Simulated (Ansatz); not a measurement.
Predict the output of the script below (Ansatz 0.2.0 through its Python package).

Script `run_fdcheck.py`:
```python
"""Forces and pressure of HfMoC2 against finite differences of the energy, distorted."""

from dataclasses import dataclass
import warnings

import ansatz
import numpy as np


@dataclass
class Settings:
    xc: str = "PBE"
    occupations: str = "Fermi-Dirac"
    smearing_width: float = 0.1
    cutoff: int = 540
    mesh: tuple[int, ...] = (5, 5, 4)
    tolerance: float = 1e-09


settings = Settings()

vectors0 = np.array([
    [3.267, -0.04009, 0.05179],
    [-0.04009, 3.2546, -0.01129],
    [0.07279, -0.01586, 4.5044],
])
sites = [
    ("Hf", [0.01873, 0.98019, 0.98963]),
    ("Mo", [0.52138, 0.49563, 0.50226]),
    ("C", [0.99619, 0.01838, 0.46968]),
    ("C", [0.4756, 0.51983, 0.03857]),
]


def on_lattice(cell):
    crystal = ansatz.Crystal(lattice=ansatz.Lattice.of(cell))
    for symbol, position in sites:
        crystal = crystal.atom(symbol, position)
    return crystal

warnings.simplefilter("ignore", ansatz.DeckWarning)

def solve(crystal):
    return (
        crystal.calculation()
        .functional(settings.xc)
        .occupations(settings.occupations, width=settings.smearing_width)
        .basis(settings.cutoff, xc_grid=2)  # cutoff of the orbital basis
        .kpoints(*settings.mesh)  # sampling of the Brillouin zone
        .scf(tolerance=settings.tolerance)
        .forces()  # minus the gradient of the free energy
        .stress()  # GPa
        .run(threads=1)
    ).report


centre = solve(on_lattice(vectors0))
start = on_lattice(vectors0)
# central difference: F = -(E(+h) - E(-h)) / 2h
print(f"force on atom 2 along x: analytic {centre['forces_ev_ang'][2][0]:.4f} eV/A")
for h in (0.005, 0.02):
    shift = np.eye(3)[0] * h @ np.linalg.inv(vectors0)
    plus, minus = (solve(start.move(2, to=np.array(sites[2][1]) + sign * shift))["lagrangian_ev"] for sign in (1, -1))
    print(f"  step {h} A: numerical {-(plus - minus) / (2 * h):.4f} eV/A")
# P = -dF/dV; the difference feels the change of the plane-wave count with the cell
volume = abs(np.linalg.det(vectors0))
larger, smaller = (solve(on_lattice(vectors0 * (1 + sign * 0.005) ** (1 / 3)))["lagrangian_ev"] for sign in (1, -1))
numerical = -(larger - smaller) / (0.01 * volume) * 160.21766
print(f"pressure: analytic {np.trace(centre['stress_gpa']) / 3:.3f}, numerical {numerical:.3f} GPa")
```

```console
$ python run_fdcheck.py
force on atom 2 along x: analytic -0.0950 eV/A
  step 0.005 A: numerical -0.0951 eV/A
  step 0.02 A: numerical -0.0957 eV/A
pressure: analytic -8.160, numerical -8.154 GPa
```

Caveats:
- The run is spin-unpolarised.
- The mesh is modest for a metal, so energies can be off by several to tens of meV an atom and pressures by half a GPa or more; differences at equal mesh fare better.
- The program warned that this SCF threshold is loose for forces or stresses.
- Pressure is positive in compression.
- Spin-orbit coupling, which matters for elements this heavy, is left out.
- The cell is a database structure, distorted on purpose.
- The central difference errs as the square of the step, so the shorter step is the fairer test; what remains comes from the finite grid and the SCF threshold.
- The script silences the warnings on its input, which a real study should read.
- Hardware and time: 73 s on 1 thread of Arm Neoverse V2 (shared host), peak memory 0.44 GiB.
